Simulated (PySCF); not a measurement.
# C5H10AlNS (AlEt2(NCS)): the cost of one run

Programs: PySCF 2.14.0, with density-fitted response routines of our own. Each step states its level of theory. These are calculated values for one molecule in the gas phase, unless marked as measured. Atoms count from 0, in the outputs and in this text.

## (1) The starting structure

18 atoms, charge 0, multiplicity 1; geometry from: GFN2-xTB. The atoms were then displaced at random by about 0.03 Å, so the start is not that level's minimum.

Bonds of the start (Å): Al0–C1 1.92, Al0–C8 2.11, Al0–N15 1.74, C1–C2 1.51, C1–H3 1.16, C1–H4 1.13, C2–H5 1.14, C2–H6 1.08, C2–H7 1.03, C8–C9 1.56, C8–H10 1.09, C8–H11 1.06, C9–H12 1.18, C9–H13 1.09, C9–H14 1.09, N15–C16 1.20, C16–S17 1.59.

## (2) Geometry optimisation at PBE0-D3(BJ)/def2-SVP

Job settings and geometry (Å):

```
{"job": {"xc": "PBE0", "basis": "def2-SVP", "d3": "d3bj", "grid": 1, "maxiter": 40, "shake": 0.03, "kind": "geom"}, "charge": 0, "multiplicity": 1}
Al     0.184680     0.119120    -0.030610
C      2.069950     0.031260     0.319000
C      2.344290    -1.210560     1.140980
H      2.561890     0.944990     0.832190
H      2.656500    -0.027210    -0.639960
H      3.468800    -1.314540     1.289140
H      1.977610    -1.135380     2.154510
H      2.058430    -2.084740     0.673450
C     -0.990960     1.832640    -0.382990
C     -2.337410     1.430630    -1.055990
H     -0.472760     2.499450    -1.076660
H     -1.165790     2.398270     0.492670
H     -3.043290     2.347450    -1.260830
H     -2.221860     0.973360    -2.034060
H     -2.885830     0.698470    -0.458140
N     -0.782530    -1.329860     0.014640
C     -1.349230    -2.388210     0.017890
S     -2.128790    -3.768200     0.082490
```

The run is started by

```
> OMP_NUM_THREADS=1 python probes_run.py task.json out
```

One launch serves the whole session: the jobs run in the order shown.

Q: Estimate the wall time and peak memory of this first job on 1 thread of Arm Neoverse V1, shared host.

About 4.3 min, with a peak of 0.66 GiB.
